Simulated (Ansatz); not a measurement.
# MoOs6: one candidate of a structure search

The task: take a trial cell of MoOs6 to zero force and stress.

Computed with Ansatz 0.2.0 (DFT PBE, scalar-relativistic, plane waves, PAW, unless a step's input says otherwise).

**1. The starting structure**

Symmetry: Pm-3m, No. 221, cubic system. Conventional cell: a = 4.972 Å, b = 4.972 Å, c = 4.972 Å, α = 90.00°, β = 90.00°, γ = 90.00°. Mo (site symmetry m-3m) is surrounded by 24 Os at 3.67 Å. Around Os (site symmetry 4mm) lie 5 Os at 2.04 to 2.09 Å.

As a file:

```cif
data_structure
_symmetry_space_group_name_H-M 'Pm-3m'
_symmetry_Int_Tables_number 221
_cell_length_a 4.9722
_cell_length_b 4.9722
_cell_length_c 4.9722
_cell_angle_alpha 90.000
_cell_angle_beta 90.000
_cell_angle_gamma 90.000
_cell_volume 122.93
loop_
_atom_site_label
_atom_site_type_symbol
_atom_site_symmetry_multiplicity
_atom_site_Wyckoff_symbol
_atom_site_fract_x
_atom_site_fract_y
_atom_site_fract_z
_atom_site_occupancy
Mo1 Mo 1 a 0.00000 0.00000 0.00000 1
Os1 Os 6 f 0.21000 0.50000 0.50000 1
```

The cell is invented: species swapped into a database cell of SiB6 (Pm-3m, No. 221), with Mo on the Si sites and Os on the B sites. Lengths come from tabulated atomic sizes and are only a guess.

**2. The guess as it stands, on a coarse mesh**

input.yaml

```yaml
crystal:
  lattice:
    - [4.97218429, 0.0, 0.0]
    - [0.0, 4.97218429, 0.0]
    - [0.0, 0.0, 4.97218429]
  atoms:
    - { symbol: Mo, position: [0.0, 0.0, 0.0] }
    - { symbol: Os, position: [0.20999999, 0.5, 0.5] }
    - { symbol: Os, position: [0.5, 0.20999999, 0.5] }
    - { symbol: Os, position: [0.79000001, 0.5, 0.5] }
    - { symbol: Os, position: [0.5, 0.79000001, 0.5] }
    - { symbol: Os, position: [0.5, 0.5, 0.20999999] }
    - { symbol: Os, position: [0.5, 0.5, 0.79000001] }
basis:
  ecutwfc: 420
kpoints:
  mp_grid: { grid: [4, 4, 4] }
hamiltonian:
  xc: pbe
scf:
  occupations: { method: gaussian, width: 0.1 }
  lower_state_search: "off"
output:
  forces: true
  stress: true
  eigenvalues: true
```

Launch:

```
> ansatz run input.yaml --threads 1 --pin off --max-ram 2560MiB --backend cpu --events-out ev --progress --plain --runs-dir out
```

Further runs follow: coarse relaxation; spin check on a coarse mesh; relaxation on the finer mesh.

Before running it: what results should come out? Wanted: conventional cell; volume; energy over the elements; gap on the mesh; total moment.

**Answer**, as computed:

| quantity | value |
| --- | --- |
| symmetry at the end (tolerance 0.05 Å) | space group Pm-3m (No. 221) |
| conventional cell | a = 5.861 Å, b = 5.861 Å, c = 5.861 Å, α = 90.00°, β = 90.00°, γ = 90.00° |
| volume | 28.77 Å³/atom |
| energy over the elements | +2.44 eV/atom |
| gap on the mesh | none (metal) |
| total moment | 4.07 μB/cell |

In words: The space group Pm-3m (No. 221) is kept, and the volume per atom grows by 63.8 % from the first guess. With a positive formation energy it can't be a ground state. No finished test with a distortion of lower symmetry is shown, so the end may be a saddle point. Spin-orbit coupling is left out for Os. Where forces pass 15 eV/Å atoms stand far too close, the PAW spheres overlap strongly and those numbers are rough. Other magnetic orders were not searched.
